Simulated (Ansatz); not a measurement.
**MoO (septet): wB97M-V, B2PLYP over vertical spin and charge gaps, def2-QZVPP**

Aim: run MoO (septet) with these functionals over vertical spin and charge gaps, and hold them against the top wave-function level at the same points.

Program: Ansatz 0.2.0, Gaussian basis. Level of theory: def2-QZVPP, all electrons in the functionals, frozen cores in the correlation of double hybrids and RPA. These are calculated values, not measurements.

Plan: wB97M-V, B2PLYP, at charge 0, septet; charge 0, quintet; charge 0, nonet; charge 1, sextet; charge 1, octet.

## Step 1: The system

The geometry is a PBE0/def2-TZVP stationary point (not a proven minimum). No spin-orbit coupling is included. Elements past krypton take def2 core potentials.

2 atoms, charge 0, spin multiplicity 7.

Atoms are counted from 1 here; the program's logs count them from 0.

Bond lengths: Mo1–O2 1.990 Å.

As a file:

```
atom   x (Å)   y (Å)   z (Å)
 Mo1  0.0000  0.0000  0.0000
  O2  0.0000  0.0000  1.9898
```

No dispersion term is added; wB97M-V holds VV10 nonlocal correlation.

The geometry shown and the zero of energy belong to the point charge 0, septet. The yardstick, UCCSD(T), and other wave-function levels (R restricted, U unrestricted, valence and pair active spaces) come from earlier runs.

## Step 2: wB97M-V, charge 0, septet

in.yaml reads:

```yaml
crystal:
  periodic: [false, false, false]
  atoms:
    - {symbol: Mo, position_ang: [0.000000, 0.000000, 0.000000]}
    - {symbol: O, position_ang: [0.000000, 0.000000, 1.989800]}
basis:
  gaussian: {orbitals: "def2-QZVPP.json"}
magnetization: {spin_polarized: true, initial_magnetization: 6}
hamiltonian: {xc: {name: wB97M-V}}
output: {orbitals: {seedname: orbitals}}
```

On the command line:

```sh
ansatz run in.yaml --threads 2 --pin off --events-out ev --progress --plain --max-ram 23808MiB --backend cuda --devices 0, --max-vram 18GiB
```

The log of the run (excerpt; [...] marks lines left out):

```text
Functional definition: wB97M-V
  name "wB97M-V"
  cite "Mardirossian & Head-Gordon, J. Chem. Phys. 144, 214110 (2016) doi:10.1063/1.4952647"
  cite "Becke, J. Chem. Phys. 107, 8554 (1997) doi:10.1063/1.475007"
  cite "Vydrov & Van Voorhis, J. Chem. Phys. 133, 244103 (2010) doi:10.1063/1.3521275"
  # Of w^i u^j: cxij and so on, Table III.
[...]
  gx(w, u) = 1 - cx + cx01*u + cx10*w
  gss(w, u) = css00 + css04*u^4 + css10*w + css20*w^2 + css43*w^4*u^3
  gos(w, u) = cos00 + cos10*w + (cos20 + cos21*u)*w^2 + (cos60 + cos61*u)*w^6
[...]
      + integral(e_c_pw_mod_opposite_spin*gos(b97_w_opposite, b97_u_opposite)) + vv10(b, c)
570 factors; their error is unknown
133 factors; integrals over basis functions are off by at most 5.6e-5 eV
[...]
mean field -3896.71391059 eV, -143.2015949265 hartree, gradient 4.7e-5 eV, S^2 12.007056; 3 other end points of the search recorded, 0 dependent functions left out
reference -3896.71396090 eV, -143.2015967756 hartree; 14, 8 occupied and 124, 130 virtual orbitals, 570 factors
Total energy: -3896.71396090 eV, -143.2015967756 hartree
```

Run time: 2.8 s. Hardware: 1 × H100 (card shared with other runs) with 2 threads of AMD EPYC 7R13, shared host; peak host memory 0.93 GiB.

From the report: ⟨S²⟩ of the determinant 12.007 (pure septet: 12.00).

## Step 3: wB97M-V, charge 0, quintet

in.yaml: that of step 2 with these lines changed.

```diff
@@ -7,3 +7,3 @@
   gaussian: {orbitals: "def2-QZVPP.json"}
-magnetization: {spin_polarized: true, initial_magnetization: 6}
+magnetization: {spin_polarized: true, initial_magnetization: 4}
 hamiltonian: {xc: {name: wB97M-V}}
```

Same command.

The log of the run (excerpt; [...] marks lines left out):

```text
Functional definition: wB97M-V
  name "wB97M-V"
  cite "Mardirossian & Head-Gordon, J. Chem. Phys. 144, 214110 (2016) doi:10.1063/1.4952647"
  cite "Becke, J. Chem. Phys. 107, 8554 (1997) doi:10.1063/1.475007"
  cite "Vydrov & Van Voorhis, J. Chem. Phys. 133, 244103 (2010) doi:10.1063/1.3521275"
  # Of w^i u^j: cxij and so on, Table III.
[...]
  gx(w, u) = 1 - cx + cx01*u + cx10*w
  gss(w, u) = css00 + css04*u^4 + css10*w + css20*w^2 + css43*w^4*u^3
  gos(w, u) = cos00 + cos10*w + (cos20 + cos21*u)*w^2 + (cos60 + cos61*u)*w^6
[...]
      + integral(e_c_pw_mod_opposite_spin*gos(b97_w_opposite, b97_u_opposite)) + vv10(b, c)
570 factors; their error is unknown
133 factors; integrals over basis functions are off by at most 5.6e-5 eV
[...]
mean field -3897.79844256 eV, -143.2414507413 hartree, gradient 6.0e-5 eV, S^2 6.509623; 14 other end points of the search recorded, 0 dependent functions left out
reference -3897.79849234 eV, -143.2414525708 hartree; 13, 9 occupied and 125, 129 virtual orbitals, 570 factors
Total energy: -3897.79849234 eV, -143.2414525708 hartree
```

It took 10 s on 1 × H100 (card shared with other runs) with 2 threads of AMD EPYC 7R13, shared host; peak host memory 0.94 GiB.

From the report: ⟨S²⟩ of the determinant 6.510 (pure quintet: 6.00). The determinant of wB97M-V (⟨S²⟩ 6.51) is far from a pure spin state, so its energy mixes those of several spin states; that is harmless only where they are near-degenerate.

From charge 0, septet: -104.6 kJ/mol.

## Step 4: wB97M-V, charge 0, nonet

in.yaml: that of step 3 with these lines changed.

```diff
@@ -7,3 +7,3 @@
   gaussian: {orbitals: "def2-QZVPP.json"}
-magnetization: {spin_polarized: true, initial_magnetization: 4}
+magnetization: {spin_polarized: true, initial_magnetization: 8}
 hamiltonian: {xc: {name: wB97M-V}}
```

Launched as before.

The log of the run (excerpt; [...] marks lines left out):

```text
Functional definition: wB97M-V
  name "wB97M-V"
  cite "Mardirossian & Head-Gordon, J. Chem. Phys. 144, 214110 (2016) doi:10.1063/1.4952647"
  cite "Becke, J. Chem. Phys. 107, 8554 (1997) doi:10.1063/1.475007"
  cite "Vydrov & Van Voorhis, J. Chem. Phys. 133, 244103 (2010) doi:10.1063/1.3521275"
  # Of w^i u^j: cxij and so on, Table III.
[...]
  gx(w, u) = 1 - cx + cx01*u + cx10*w
  gss(w, u) = css00 + css04*u^4 + css10*w + css20*w^2 + css43*w^4*u^3
  gos(w, u) = cos00 + cos10*w + (cos20 + cos21*u)*w^2 + (cos60 + cos61*u)*w^6
[...]
      + integral(e_c_pw_mod_opposite_spin*gos(b97_w_opposite, b97_u_opposite)) + vv10(b, c)
570 factors; their error is unknown
133 factors; integrals over basis functions are off by at most 5.6e-5 eV
[...]
mean field -3891.87094267 eV, -143.0236191381 hartree, gradient 2.0e-5 eV, S^2 20.003858; 2 other end points of the search recorded, 0 dependent functions left out
reference -3891.87098515 eV, -143.0236206993 hartree; 15, 7 occupied and 123, 131 virtual orbitals, 570 factors
Total energy: -3891.87098515 eV, -143.0236206993 hartree
```

Wall time 3.3 s (1 × H100 (card shared with other runs) with 2 threads of AMD EPYC 7R13, shared host); peak host memory 0.93 GiB.

From the report: ⟨S²⟩ of the determinant 20.004 (pure nonet: 20.00).

From charge 0, septet: +467.3 kJ/mol.

## Step 5: wB97M-V, charge 1, sextet

in.yaml: that of step 4 with these lines changed.

```diff
@@ -7,3 +7,4 @@
   gaussian: {orbitals: "def2-QZVPP.json"}
-magnetization: {spin_polarized: true, initial_magnetization: 8}
+total_charge: 1
+magnetization: {spin_polarized: true, initial_magnetization: 5}
 hamiltonian: {xc: {name: wB97M-V}}
```

Same command.

The log of the run (excerpt; [...] marks lines left out):

```text
Functional definition: wB97M-V
  name "wB97M-V"
  cite "Mardirossian & Head-Gordon, J. Chem. Phys. 144, 214110 (2016) doi:10.1063/1.4952647"
  cite "Becke, J. Chem. Phys. 107, 8554 (1997) doi:10.1063/1.475007"
  cite "Vydrov & Van Voorhis, J. Chem. Phys. 133, 244103 (2010) doi:10.1063/1.3521275"
  # Of w^i u^j: cxij and so on, Table III.
[...]
  gx(w, u) = 1 - cx + cx01*u + cx10*w
  gss(w, u) = css00 + css04*u^4 + css10*w + css20*w^2 + css43*w^4*u^3
  gos(w, u) = cos00 + cos10*w + (cos20 + cos21*u)*w^2 + (cos60 + cos61*u)*w^6
[...]
      + integral(e_c_pw_mod_opposite_spin*gos(b97_w_opposite, b97_u_opposite)) + vv10(b, c)
570 factors; their error is unknown
133 factors; integrals over basis functions are off by at most 5.6e-5 eV
[...]
mean field -3888.79570317 eV, -142.9106061711 hartree, gradient 4.9e-6 eV, S^2 8.760430; 6 other end points of the search recorded, 0 dependent functions left out
reference -3888.79574125 eV, -142.9106075705 hartree; 13, 8 occupied and 125, 130 virtual orbitals, 570 factors
Total energy: -3888.79574125 eV, -142.9106075705 hartree
```

Wall time 5.5 s (1 × H100 (card shared with other runs) with 2 threads of AMD EPYC 7R13, shared host); peak host memory 0.93 GiB.

From the report: ⟨S²⟩ of the determinant 8.760 (pure sextet: 8.75).

From charge 0, septet: +764.0 kJ/mol.

## Step 6: wB97M-V, charge 1, octet

in.yaml: that of step 5 with these lines changed.

```diff
@@ -8,3 +8,3 @@
 total_charge: 1
-magnetization: {spin_polarized: true, initial_magnetization: 5}
+magnetization: {spin_polarized: true, initial_magnetization: 7}
 hamiltonian: {xc: {name: wB97M-V}}
```

Same command.

The log of the run (excerpt; [...] marks lines left out):

```text
Functional definition: wB97M-V
  name "wB97M-V"
  cite "Mardirossian & Head-Gordon, J. Chem. Phys. 144, 214110 (2016) doi:10.1063/1.4952647"
  cite "Becke, J. Chem. Phys. 107, 8554 (1997) doi:10.1063/1.475007"
  cite "Vydrov & Van Voorhis, J. Chem. Phys. 133, 244103 (2010) doi:10.1063/1.3521275"
  # Of w^i u^j: cxij and so on, Table III.
[...]
  gx(w, u) = 1 - cx + cx01*u + cx10*w
  gss(w, u) = css00 + css04*u^4 + css10*w + css20*w^2 + css43*w^4*u^3
  gos(w, u) = cos00 + cos10*w + (cos20 + cos21*u)*w^2 + (cos60 + cos61*u)*w^6
[...]
      + integral(e_c_pw_mod_opposite_spin*gos(b97_w_opposite, b97_u_opposite)) + vv10(b, c)
570 factors; their error is unknown
133 factors; integrals over basis functions are off by at most 5.6e-5 eV
[...]
mean field -3886.32491558 eV, -142.8198064020 hartree, gradient 2.1e-5 eV, S^2 15.753673; 1 other end points of the search recorded, 0 dependent functions left out
reference -3886.32496018 eV, -142.8198080408 hartree; 14, 7 occupied and 124, 131 virtual orbitals, 570 factors
Total energy: -3886.32496018 eV, -142.8198080408 hartree
```

It took 2.5 s on 1 × H100 (card shared with other runs) with 2 threads of AMD EPYC 7R13, shared host; peak host memory 0.93 GiB.

From the report: ⟨S²⟩ of the determinant 15.754 (pure octet: 15.75).

From charge 0, septet: +1002.4 kJ/mol.

## Step 7: B2PLYP, charge 0, septet

in.yaml reads:

```yaml
crystal:
  periodic: [false, false, false]
  atoms:
    - {symbol: Mo, position_ang: [0.000000, 0.000000, 0.000000]}
    - {symbol: O, position_ang: [0.000000, 0.000000, 1.989800]}
basis:
  gaussian: {orbitals: "def2-QZVPP.json"}
magnetization: {spin_polarized: true, initial_magnetization: 6}
hamiltonian: {xc: {name: B2PLYP}}
correlation: {electrons: outside_noble_gas}
```

Same command.

The log of the run (excerpt; [...] marks lines left out):

```text
Functional definition: B2PLYP
  name "B2PLYP"
  cite "Grimme, J. Chem. Phys. 124, 034108 (2006) doi:10.1063/1.2148954"
  cite "Becke, Phys. Rev. A 38, 3098 (1988) doi:10.1103/PhysRevA.38.3098"
  cite "Lee, Yang & Parr, Phys. Rev. B 37, 785 (1988) doi:10.1103/PhysRevB.37.785"
[...]
910 factors; integrals over basis functions are off by at most 1.1e-3 eV
[...]
mean field -3890.97990161 eV, -142.9908739833 hartree, gradient 5.8e-6 eV, S^2 12.009110; 4 other end points of the search recorded, 0 dependent functions left out
5 core orbitals not correlated: weight in the atoms' cores, before any rotation towards them, 0.996 or more for the frozen orbitals, at most 0.003 for the correlated occupied ones
reference -3890.98002424 eV, -142.9908784900 hartree; 9, 3 occupied and 124, 130 virtual orbitals, 910 factors
second order -10.27274650 eV of doubles, -0.00000000 eV of singles
Total energy: -3893.75366580 eV, -143.0928079371 hartree
```

Run time: 1.8 s. Hardware: 1 × H100 (card shared with other runs) with 2 threads of AMD EPYC 7R13, shared host; peak host memory 0.85 GiB.

From the report: ⟨S²⟩ of the determinant 12.009 (pure septet: 12.00).

## Step 8: B2PLYP, charge 0, quintet

in.yaml: that of step 7 with these lines changed.

```diff
@@ -7,3 +7,3 @@
   gaussian: {orbitals: "def2-QZVPP.json"}
-magnetization: {spin_polarized: true, initial_magnetization: 6}
+magnetization: {spin_polarized: true, initial_magnetization: 4}
 hamiltonian: {xc: {name: B2PLYP}}
```

The command is unchanged.

The log of the run (excerpt; [...] marks lines left out):

```text
Functional definition: B2PLYP
  name "B2PLYP"
  cite "Grimme, J. Chem. Phys. 124, 034108 (2006) doi:10.1063/1.2148954"
  cite "Becke, Phys. Rev. A 38, 3098 (1988) doi:10.1103/PhysRevA.38.3098"
  cite "Lee, Yang & Parr, Phys. Rev. B 37, 785 (1988) doi:10.1103/PhysRevB.37.785"
[...]
910 factors; integrals over basis functions are off by at most 1.1e-3 eV
[...]
mean field -3891.75557239 eV, -143.0193793586 hartree, gradient 8.1e-6 eV, S^2 6.775655; 12 other end points of the search recorded, 0 dependent functions left out
5 core orbitals not correlated: weight in the atoms' cores, before any rotation towards them, 0.995 or more for the frozen orbitals, at most 0.004 for the correlated occupied ones
reference -3891.75569465 eV, -143.0193838517 hartree; 8, 4 occupied and 125, 129 virtual orbitals, 910 factors
second order -11.54509919 eV of doubles, -0.00000000 eV of singles
Total energy: -3894.87287143 eV, -143.1339379855 hartree
```

Run time: 6.5 s. Hardware: 1 × H100 (card shared with other runs) with 2 threads of AMD EPYC 7R13, shared host; peak host memory 0.86 GiB.

From the report: ⟨S²⟩ of the determinant 6.776 (pure quintet: 6.00). The determinant of B2PLYP (⟨S²⟩ 6.78) is far from a pure spin state, so its energy mixes those of several spin states; that is harmless only where they are near-degenerate.

From charge 0, septet: -108.0 kJ/mol.

## Step 9: B2PLYP, charge 0, nonet

in.yaml: that of step 8 with these lines changed.

```diff
@@ -7,3 +7,3 @@
   gaussian: {orbitals: "def2-QZVPP.json"}
-magnetization: {spin_polarized: true, initial_magnetization: 4}
+magnetization: {spin_polarized: true, initial_magnetization: 8}
 hamiltonian: {xc: {name: B2PLYP}}
```

The command is unchanged.

The log of the run (excerpt; [...] marks lines left out):

```text
Functional definition: B2PLYP
  name "B2PLYP"
  cite "Grimme, J. Chem. Phys. 124, 034108 (2006) doi:10.1063/1.2148954"
  cite "Becke, Phys. Rev. A 38, 3098 (1988) doi:10.1103/PhysRevA.38.3098"
  cite "Lee, Yang & Parr, Phys. Rev. B 37, 785 (1988) doi:10.1103/PhysRevB.37.785"
[...]
910 factors; integrals over basis functions are off by at most 1.1e-3 eV
[...]
mean field -3886.64230342 eV, -142.8314701897 hartree, gradient 3.0e-6 eV, S^2 20.005044; 6 other end points of the search recorded, 0 dependent functions left out
5 core orbitals not correlated: weight in the atoms' cores, before any rotation towards them, 0.989 or more for the frozen orbitals, at most 0.009 for the correlated occupied ones
reference -3886.64243262 eV, -142.8314749380 hartree; 10, 2 occupied and 123, 131 virtual orbitals, 910 factors
second order -8.01970483 eV of doubles, -0.00000000 eV of singles
Total energy: -3888.80775293 eV, -142.9110489914 hartree
```

Wall time 2.1 s (1 × H100 (card shared with other runs) with 2 threads of AMD EPYC 7R13, shared host); peak host memory 0.86 GiB.

From the report: ⟨S²⟩ of the determinant 20.005 (pure nonet: 20.00).

From charge 0, septet: +477.2 kJ/mol.

## Step 10: B2PLYP, charge 1, sextet

in.yaml: that of step 9 with these lines changed.

```diff
@@ -7,3 +7,4 @@
   gaussian: {orbitals: "def2-QZVPP.json"}
-magnetization: {spin_polarized: true, initial_magnetization: 8}
+total_charge: 1
+magnetization: {spin_polarized: true, initial_magnetization: 5}
 hamiltonian: {xc: {name: B2PLYP}}
```

Launched as before.

The log of the run (excerpt; [...] marks lines left out):

```text
Functional definition: B2PLYP
  name "B2PLYP"
  cite "Grimme, J. Chem. Phys. 124, 034108 (2006) doi:10.1063/1.2148954"
  cite "Becke, Phys. Rev. A 38, 3098 (1988) doi:10.1103/PhysRevA.38.3098"
  cite "Lee, Yang & Parr, Phys. Rev. B 37, 785 (1988) doi:10.1103/PhysRevB.37.785"
[...]
910 factors; integrals over basis functions are off by at most 1.1e-3 eV
[...]
mean field -3883.27465029 eV, -142.7077112201 hartree, gradient 5.3e-6 eV, S^2 8.762198; 8 other end points of the search recorded, 0 dependent functions left out
5 core orbitals not correlated: weight in the atoms' cores, before any rotation towards them, 0.997 or more for the frozen orbitals, at most 0.002 for the correlated occupied ones
reference -3883.27477087 eV, -142.7077156514 hartree; 8, 3 occupied and 125, 130 virtual orbitals, 910 factors
second order -9.84053799 eV of doubles, -0.00000000 eV of singles
Total energy: -3885.93171613 eV, -142.8053565887 hartree
```

It took 3.4 s on 1 × H100 (card shared with other runs) with 2 threads of AMD EPYC 7R13, shared host; peak host memory 0.85 GiB.

From the report: ⟨S²⟩ of the determinant 8.762 (pure sextet: 8.75).

From charge 0, septet: +754.7 kJ/mol.

## Step 11: B2PLYP, charge 1, octet

in.yaml: that of step 10 with these lines changed.

```diff
@@ -8,3 +8,3 @@
 total_charge: 1
-magnetization: {spin_polarized: true, initial_magnetization: 5}
+magnetization: {spin_polarized: true, initial_magnetization: 7}
 hamiltonian: {xc: {name: B2PLYP}}
```

The command is unchanged.

The log of the run (excerpt; [...] marks lines left out):

```text
Functional definition: B2PLYP
  name "B2PLYP"
  cite "Grimme, J. Chem. Phys. 124, 034108 (2006) doi:10.1063/1.2148954"
  cite "Becke, Phys. Rev. A 38, 3098 (1988) doi:10.1103/PhysRevA.38.3098"
  cite "Lee, Yang & Parr, Phys. Rev. B 37, 785 (1988) doi:10.1103/PhysRevB.37.785"
[...]
910 factors; integrals over basis functions are off by at most 1.1e-3 eV
[...]
mean field -3881.31095334 eV, -142.6355466881 hartree, gradient 6.9e-6 eV, S^2 15.755185; 4 other end points of the search recorded, 0 dependent functions left out
5 core orbitals not correlated: weight in the atoms' cores, before any rotation towards them, 0.992 or more for the frozen orbitals, at most 0.006 for the correlated occupied ones
reference -3881.31107475 eV, -142.6355511498 hartree; 9, 2 occupied and 124, 131 virtual orbitals, 910 factors
second order -7.38429948 eV of doubles, -0.00000000 eV of singles
Total energy: -3883.30483560 eV, -142.7088205099 hartree
```

It took 1.5 s on 1 × H100 (card shared with other runs) with 2 threads of AMD EPYC 7R13, shared host; peak host memory 0.86 GiB.

From the report: ⟨S²⟩ of the determinant 15.755 (pure octet: 15.75).

From charge 0, septet: +1008.2 kJ/mol.

## Step 12: Against the wave-function levels

No level is safe as a reference over these points; UCCSD(T) serves as a yardstick only. It comes from earlier runs at the same points. Energies in kJ/mol, counted from charge 0, septet; blanks weren't run or aren't comparable.

```
   level  septet to quintet  septet to nonet  ionisation to the sextet cation  ionisation to the octet cation
UCCSD(T)             -128.1            447.4                            753.1                           984.9
 wB97M-V             -104.6            467.3                            764.0                          1002.4
  B2PLYP             -108.0            477.2                            754.7                          1008.2
```

Largest miss and mean time a point (UCCSD(T) took 9 s a point; shared hosts):

```
  level  largest miss (kJ/mol)              where  time a point
wB97M-V                  +23.5  septet to quintet         4.8 s
 B2PLYP                  +29.9    septet to nonet         3.1 s
```

## Step 13: Summary of results

| quantity | value |
| --- | --- |
| septet to quintet, UCCSD(T) | -128.1 kJ/mol |
| septet to nonet, UCCSD(T) | 447.4 kJ/mol |
| ionisation to the sextet cation, UCCSD(T) | 753.1 kJ/mol |
| ionisation to the octet cation, UCCSD(T) | 984.9 kJ/mol |
| largest miss, wB97M-V | +23.5 kJ/mol (septet to quintet) |
| largest miss, B2PLYP | +29.9 kJ/mol (septet to nonet) |

**Reading.** Of the functionals, wB97M-V keep the smallest largest miss at the points compared (at most 23.5 kJ/mol) and B2PLYP strays most (29.9 kJ/mol, at septet to nonet). wB97M-V, B2PLYP clearly break the spin symmetry at some points (⟨S²⟩ up to 0.78 above the pure value), so energy there is bought with a mixed spin. Functionals and the yardstick converge differently with the basis, so part of each miss in def2-QZVPP is the basis. The yardstick itself may be off where one determinant is a poor start.
